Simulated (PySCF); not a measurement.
# C4H8Se (SMILES [SeH]C1CCC1): levels of theory compared

Aim: a comparison of 6 runs (HF/STO-3G, HF/3-21G, HF/def2-SVP, PBE0/def2-SVP, PBE/def2-TZVP, CCSD/6-31G**) of C4H8Se. The job is set up through a Python script.

Program for the calculation: PySCF 2.14.0.

**1. The structure to begin with**

C4H8Se: 13 atoms, total charge 0, spin state singlet. As SMILES, `[SeH]C1CCC1`. Geometry: a GFN2-xTB relaxation, a rough one for these elements and not checked as a minimum. This is one conformer, not always the lowest.

Bond lengths: Se1–C2 1.985 Å, C2–C3 1.531 Å, C3–C4 1.536 Å, C2–C5 1.532 Å, C4–C5 1.536 Å, Se1–H6 1.446 Å, C2–H7 1.091 Å, C3–H8 1.088 Å, C3–H9 1.090 Å, C4–H10 1.087 Å, C4–H11 1.088 Å, C5–H12 1.089 Å, C5–H13 1.088 Å. Some angles: Se1–C2–C3 115.6°, Se1–C2–C5 117.4°, C3–C2–C5 89.8°, C2–C3–C4 88.7°, C3–C4–C5 89.5°, C2–C5–C4 88.6°, Se1–C2–H7 106.6°, C3–C2–H7 113.4°, C5–C2–H7 113.6°, C2–Se1–H6 94.3°.

**2. Energy and gradient at HF/STO-3G (run 1)**

The input, calc.py:

```python
from pyscf import gto, scf

mol = gto.Mole()
mol.atom = '''
Se  -2.322070   0.782020   0.619040
C   -0.724120   0.089260  -0.333580
C   -0.096880  -1.175160   0.259120
C    1.283590  -0.517630   0.110780
C    0.598220   0.836060  -0.128490
H   -2.395640   1.996240  -0.161850
H   -1.007500  -0.018610  -1.381180
H   -0.265290  -2.098660  -0.291040
H   -0.372090  -1.329610   1.302600
H    1.934150  -0.574750   0.979930
H    1.823250  -0.873600  -0.763850
H    0.593600   1.461010   0.762890
H    0.950770   1.423430  -0.974370
'''
mol.max_memory = 1860
mol.verbose = 3
mol.basis = 'sto-3g'
mol.build()

mf = scf.RHF(mol)
mf.conv_tol = 1e-10
mf.kernel()
if not mf.converged:
    mf = mf.newton().run(mf.mo_coeff, mf.mo_occ)

etot = mf.e_tot
print('Final energy', etot)
grad = mf.nuc_grad_method().kernel()
mf.analyze()
```

Launch:

```
$ OMP_NUM_THREADS=1 python calc.py
```

Log:

```text
converged SCF energy = -2527.8240038393
Final energy -2527.8240038393014
--------------- RHF gradients ---------------
         x                y                z
0 Se    -0.0124627140     0.0031886933     0.0097807747
1 C     0.0471571856    -0.0162923742    -0.0053475876
2 C     0.0034245620     0.0188430898    -0.0060998777
3 C    -0.0187404390     0.0062277116    -0.0021748065
4 C    -0.0102462945    -0.0168931564     0.0032101241
5 H     0.0001211146     0.0027254759    -0.0015187059
6 H    -0.0064702003     0.0014627749    -0.0008187049
7 H    -0.0004924666    -0.0009418048    -0.0008186812
8 H    -0.0009440074     0.0002444997     0.0033007398
9 H    -0.0006471587     0.0004354276     0.0011417053
10 H    -0.0001409423    -0.0002786047    -0.0012751675
11 H    -0.0002921703     0.0006955531     0.0021904421
12 H    -0.0002664692     0.0005827141    -0.0015702546
----------------------------------------------
**** MO energy ****
MO #1   energy= -455.58710493363   occ= 2
MO #2   energy= -58.7512728306621  occ= 2
MO #3   energy= -53.4661047536912  occ= 2
MO #4   energy= -53.465301030642   occ= 2
MO #5   energy= -53.4637063134809  occ= 2
MO #6   energy= -11.0576111275237  occ= 2
MO #7   energy= -11.0463138746533  occ= 2
MO #8   energy= -11.0456097257438  occ= 2
MO #9   energy= -11.0445860891186  occ= 2
MO #10  energy= -8.21486641483991  occ= 2
MO #11  energy= -6.05623395332712  occ= 2
MO #12  energy= -6.0514529340285   occ= 2
MO #13  energy= -6.04189374273942  occ= 2
MO #14  energy= -1.67602257219667  occ= 2
MO #15  energy= -1.67503407289469  occ= 2
MO #16  energy= -1.66486055964453  occ= 2
MO #17  energy= -1.66031556832439  occ= 2
MO #18  energy= -1.65846184577637  occ= 2
MO #19  energy= -1.10423680898827  occ= 2
MO #20  energy= -0.890306002276366 occ= 2
MO #21  energy= -0.875297459396177 occ= 2
MO #22  energy= -0.774410209801646 occ= 2
MO #23  energy= -0.70865064010299  occ= 2
MO #24  energy= -0.634450257465762 occ= 2
MO #25  energy= -0.590910835663115 occ= 2
MO #26  energy= -0.521680813481015 occ= 2
MO #27  energy= -0.504586888419581 occ= 2
MO #28  energy= -0.48025496106144  occ= 2
MO #29  energy= -0.429565277413595 occ= 2
MO #30  energy= -0.417308536020854 occ= 2
MO #31  energy= -0.397855800412179 occ= 2
MO #32  energy= -0.33476498303088  occ= 2
MO #33  energy= -0.252229549295783 occ= 2
MO #34  energy= 0.355325575888833  occ= 0
MO #35  energy= 0.460613243366309  occ= 0
MO #36  energy= 0.5742392113229    occ= 0
MO #37  energy= 0.584505950476468  occ= 0
MO #38  energy= 0.592580985608393  occ= 0
MO #39  energy= 0.641884668201229  occ= 0
MO #40  energy= 0.681432489079977  occ= 0
MO #41  energy= 0.725014340082855  occ= 0
MO #42  energy= 0.72690626373213   occ= 0
MO #43  energy= 0.752308573679331  occ= 0
MO #44  energy= 0.766286493012639  occ= 0
MO #45  energy= 0.87872013256229   occ= 0
MO #46  energy= 0.91445275460315   occ= 0
 ** Mulliken atomic charges  **
charge of    0Se =      0.03098
charge of    1C =     -0.05664
charge of    2C =     -0.05459
charge of    3C =     -0.05185
charge of    4C =     -0.05887
charge of    5H =     -0.03823
charge of    6H =      0.03339
charge of    7H =      0.03140
charge of    8H =      0.03652
charge of    9H =      0.03063
charge of   10H =      0.03165
charge of   11H =      0.03651
charge of   12H =      0.02909
Dipole moment(X, Y, Z, Debye):  1.25084,  0.24547, -1.15127
```

Run time: 14 s. Hardware: 1 thread of Intel Xeon at 2.50GHz (Skylake/Cascade Lake), shared host; peak memory 0.12 GiB.

**3. Energy and forces at HF/3-21G (run 2)**

The input, job.py:

```python
from pyscf import gto

system = gto.M(
    atom=[
    ('Se', (-2.322070, 0.782020, 0.619040)),
    ('C', (-0.724120, 0.089260, -0.333580)),
    ('C', (-0.096880, -1.175160, 0.259120)),
    ('C', (1.283590, -0.517630, 0.110780)),
    ('C', (0.598220, 0.836060, -0.128490)),
    ('H', (-2.395640, 1.996240, -0.161850)),
    ('H', (-1.007500, -0.018610, -1.381180)),
    ('H', (-0.265290, -2.098660, -0.291040)),
    ('H', (-0.372090, -1.329610, 1.302600)),
    ('H', (1.934150, -0.574750, 0.979930)),
    ('H', (1.823250, -0.873600, -0.763850)),
    ('H', (0.593600, 1.461010, 0.762890)),
    ('H', (0.950770, 1.423430, -0.974370)),
],
    max_memory=1860,
    verbose=4,
    basis='3-21g',
)

myscf = system.RHF()
myscf.conv_tol = 1e-10
myscf.kernel()
if not myscf.converged:
    myscf = myscf.newton().run(myscf.mo_coeff, myscf.mo_occ)

etot = myscf.e_tot
print('Final energy', etot)
grad = myscf.nuc_grad_method().kernel()
myscf.analyze()
```

Launch:

```
$ OMP_NUM_THREADS=1 python job.py
```

Log:

```text
PySCF version 2.14.0

[... 85 lines left out ...]
One-electron Energy =                -4192.775001169439747
[... 8 lines left out ...]
MO #4   energy= -53.8590614386608  occ= 2
[... 6 lines left out ...]
MO #11  energy= -6.55223514906057  occ= 2
[... 6 lines left out ...]
MO #18  energy= -2.50995785617297  occ= 2
[... 6 lines left out ...]
MO #25  energy= -0.631158031034283 occ= 2
[... 6 lines left out ...]
MO #32  energy= -0.397817205712896 occ= 2
[... 6 lines left out ...]
MO #39  energy= 0.330985876204358  occ= 0
[... 6 lines left out ...]
MO #46  energy= 0.56040978052201   occ= 0
[... 6 lines left out ...]
MO #53  energy= 0.992202940080669  occ= 0
[... 6 lines left out ...]
MO #60  energy= 1.21495789565404   occ= 0
[... 6 lines left out ...]
MO #67  energy= 1.37354878306906   occ= 0
[... 6 lines left out ...]
MO #74  energy= 2.71608261773582   occ= 0
[... 51 lines left out ...]
pop of  4 C 1s            1.99967
pop of  4 C 2s            1.00182
pop of  4 C 3s            0.00108
pop of  4 C 2px           0.99866
pop of  4 C 2py           1.03981
pop of  4 C 2pz           1.11787
pop of  4 C 3px           0.00296
pop of  4 C 3py           0.00298
pop of  4 C 3pz           0.00152
pop of  5 H 1s            1.00145
pop of  5 H 2s            0.00292
pop of  6 H 1s            0.88363
pop of  6 H 2s            0.01045
pop of  7 H 1s            0.89810
pop of  7 H 2s            0.00978
pop of  8 H 1s            0.89607
pop of  8 H 2s            0.00967
pop of  9 H 1s            0.90090
pop of  9 H 2s            0.00962
pop of  10 H 1s           0.89990
pop of  10 H 2s           0.00961
pop of  11 H 1s           0.89197
pop of  11 H 2s           0.01016
pop of  12 H 1s           0.90230
pop of  12 H 2s           0.00956
 ** Mulliken atomic charges  **
charge of    0Se =      0.01456
charge of    1C =     -0.17274
charge of    2C =     -0.16309
charge of    3C =     -0.16628
charge of    4C =     -0.16636
charge of    5H =     -0.00437
charge of    6H =      0.10592
charge of    7H =      0.09212
charge of    8H =      0.09426
charge of    9H =      0.08948
charge of   10H =      0.09048
charge of   11H =      0.09787
charge of   12H =      0.08814
Dipole moment(X, Y, Z, Debye):  1.48132, -0.05837, -1.00904
```

It took 14 s on 1 thread of Intel Xeon at 2.50GHz (Skylake/Cascade Lake), shared host; peak memory 0.15 GiB.

Runs 3 to 4 aren't shown in full; the table further down has their settings and results.

**4. Energy and forces at PBE/def2-TZVP (run 5)**

The input, run.py:

```python
from pyscf import gto, dft

mol = gto.M(
    atom='''
Se    -4.388076     1.477804     1.169816
C     -1.368388     0.168677    -0.630375
C     -0.183077    -2.220731     0.489666
C      2.425634    -0.978179     0.209344
C      1.130472     1.579924    -0.242811
H     -4.527103     3.772347    -0.305852
H     -1.903899    -0.035168    -2.610052
H     -0.501325    -3.965893    -0.549986
H     -0.703148    -2.512599     2.461557
H      3.655014    -1.086120     1.851799
H      3.445443    -1.650865    -1.443467
H      1.121741     2.760909     1.441653
H      1.796695     2.689893    -1.841292
''',
    unit='bohr',
    basis='def2-tzvp',
    max_memory=1860,
    verbose=3,
)

mf = dft.RKS(mol)
mf.xc = 'pbe'
mf.conv_tol = 1e-10
mf.grids.level = 5
mf.kernel()
if not mf.converged:
    mf = mf.newton().run(mf.mo_coeff, mf.mo_occ)

energy = mf.e_tot
print(f'total energy: {energy:.8f} hartree')
grad = mf.nuc_grad_method().kernel()
mf.analyze()
```

Launch:

```
$ OMP_NUM_THREADS=1 python run.py
```

Log:

```text
converged SCF energy = -2558.23335410598
[... 20 lines left out ...]
MO #11  energy= -5.5216060302807   occ= 2
[... 18 lines left out ...]
MO #30  energy= -0.283501666501793 occ= 2
[... 18 lines left out ...]
MO #49  energy= 0.190235735428621  occ= 0
[... 18 lines left out ...]
MO #68  energy= 0.419611881855815  occ= 0
[... 18 lines left out ...]
MO #87  energy= 0.903158542591192  occ= 0
[... 18 lines left out ...]
MO #106 energy= 1.30980686773109   occ= 0
[... 18 lines left out ...]
MO #125 energy= 1.72252793771822   occ= 0
[... 18 lines left out ...]
MO #144 energy= 2.40677133603912   occ= 0
[... 18 lines left out ...]
MO #163 energy= 2.81701846531318   occ= 0
[... 18 lines left out ...]
MO #182 energy= 3.41322359690585   occ= 0
[... 18 lines left out ...]
MO #201 energy= 4.02465383158676   occ= 0
[... 18 lines left out ...]
MO #220 energy= 22.2954998856775   occ= 0
[... 14 lines left out ...]
Dipole moment(X, Y, Z, Debye):  1.47771, -0.19289, -0.92300
```

Wall time 18 min (1 thread of Intel Xeon at 2.50GHz (Skylake/Cascade Lake), shared host); peak memory 1.8 GiB.

**5. The energy at CCSD/6-31G(d,p) (spherical functions) (run 6)**

The input, run.py:

```python
from pyscf import gto, scf, cc

mol = gto.Mole()
mol.atom = '''
Se  -2.322070   0.782020   0.619040
C   -0.724120   0.089260  -0.333580
C   -0.096880  -1.175160   0.259120
C    1.283590  -0.517630   0.110780
C    0.598220   0.836060  -0.128490
H   -2.395640   1.996240  -0.161850
H   -1.007500  -0.018610  -1.381180
H   -0.265290  -2.098660  -0.291040
H   -0.372090  -1.329610   1.302600
H    1.934150  -0.574750   0.979930
H    1.823250  -0.873600  -0.763850
H    0.593600   1.461010   0.762890
H    0.950770   1.423430  -0.974370
'''
mol.basis = '6-31g**'
mol.verbose = 4
mol.spin = 0
mol.max_memory = 1860
mol.build()

mf = scf.RHF(mol)
mf.conv_tol = 1e-10
mf.kernel()
if not mf.converged:
    mf = mf.newton().run(mf.mo_coeff, mf.mo_occ)

mycc = cc.CCSD(mf, frozen=13)
mycc.kernel()
etot = mycc.e_tot
print('E = %.10f Eh' % etot)
mf.analyze()
```

Launch:

```
$ OMP_NUM_THREADS=1 python run.py
```

Log:

```text
PySCF version 2.14.0

[... 99 lines left out ...]
Nuclear Repulsion Energy =             328.000110716276254
[... 13 lines left out ...]
MO #8   energy= -11.225842451394   occ= 2
[... 11 lines left out ...]
MO #20  energy= -0.950875116164879 occ= 2
[... 11 lines left out ...]
MO #32  energy= -0.403520309848822 occ= 2
[... 11 lines left out ...]
MO #44  energy= 0.382400035617579  occ= 0
[... 11 lines left out ...]
MO #56  energy= 0.764279696993722  occ= 0
[... 11 lines left out ...]
MO #68  energy= 1.1053817267236    occ= 0
[... 11 lines left out ...]
MO #80  energy= 1.79126470808906   occ= 0
[... 11 lines left out ...]
MO #92  energy= 2.38029770558562   occ= 0
[... 11 lines left out ...]
MO #104 energy= 2.77675313130057   occ= 0
[... 11 lines left out ...]
MO #116 energy= 3.43406473665125   occ= 0
[... 11 lines left out ...]
MO #128 energy= 5.07780036767603   occ= 0
[... 105 lines left out ...]
pop of  8 H 1s            0.90057
pop of  8 H 2s            0.00685
pop of  8 H 2px           0.00008
pop of  8 H 2py           0.00010
pop of  8 H 2pz           0.00106
pop of  9 H 1s            0.90380
pop of  9 H 2s            0.00687
pop of  9 H 2px           0.00045
pop of  9 H 2py           0.00002
pop of  9 H 2pz           0.00072
pop of  10 H 1s           0.90501
pop of  10 H 2s           0.00678
pop of  10 H 2px          0.00037
pop of  10 H 2py          0.00015
pop of  10 H 2pz          0.00069
pop of  11 H 1s           0.89478
pop of  11 H 2s           0.00722
pop of  11 H 2px          0.00002
pop of  11 H 2py          0.00047
pop of  11 H 2pz          0.00075
pop of  12 H 1s           0.90605
pop of  12 H 2s           0.00679
pop of  12 H 2px          0.00015
pop of  12 H 2py          0.00039
pop of  12 H 2pz          0.00067
 ** Mulliken atomic charges  **
charge of    0Se =     -0.05208
charge of    1C =     -0.12706
charge of    2C =     -0.16125
charge of    3C =     -0.16131
charge of    4C =     -0.16330
charge of    5H =      0.02548
charge of    6H =      0.10002
charge of    7H =      0.09032
charge of    8H =      0.09135
charge of    9H =      0.08813
charge of   10H =      0.08700
charge of   11H =      0.09675
charge of   12H =      0.08596
Dipole moment(X, Y, Z, Debye):  1.67991, -0.12290, -1.09778
```

Run time: 4.2 min. Hardware: 1 thread of Intel Xeon at 2.50GHz (Skylake/Cascade Lake), shared host; peak memory 1.7 GiB.

**6. All runs side by side**

```
run                               level  integration grid      task   energy (Eh)  dipole moment (D) of the reference  HOMO energy (eV)  LUMO energy (eV)  wall time
  1                           HF/STO-3G                 –  gradient  -2527.824004                                1.72             -6.86              9.67       14 s
  2                            HF/3-21G                 –  gradient  -2543.701935                                1.79             -8.80              4.42       14 s
  3                         HF/def2-SVP                 –  gradient  -2555.525875                                1.78             -8.91              3.90       78 s
  4                       PBE0/def2-SVP                 5  gradient  -2557.880708                                1.65             -6.23              0.41    3.2 min
  5                       PBE/def2-TZVP                 5  gradient  -2558.233354                                1.75             -5.21             -0.80     18 min
  6  CCSD/6-31G** (spherical functions)                 –    energy  -2556.511079                                2.01             -8.89              3.96    4.2 min
```

**7. What came out**

| quantity | value |
| --- | --- |
| run 6: total energy | -2556.51108 Eh |
| run 6: dipole moment (Hartree–Fock density) | 2.01 D |
| run 6: HOMO energy (Hartree–Fock orbitals) | -8.89 eV |
| run 6: LUMO energy (Hartree–Fock orbitals) | 3.96 eV |
| run 6: HOMO–LUMO gap (Hartree–Fock orbitals) | 12.85 eV |
| run 6: correlation energy (13 core orbitals frozen) | -869.3 mEh |
| run 6: T1 diagnostic | 0.007 |

**Reading.** Over runs 1, 2, 3, 4, 5 the dipole moment (its size) runs from 1.65 D (PBE0/def2-SVP) to 1.79 D (HF/3-21G). The two ends differ in method and basis. Over runs 1, 2, 3, 4, 5 the HOMO–LUMO gap runs from 4.41 eV (PBE/def2-TZVP) to 16.53 eV (HF/STO-3G). Totals of different functionals can't be ranked against each other. In run 1 the basis is minimal, so the values are rough. All runs together took 27 min, the longest 18 min.
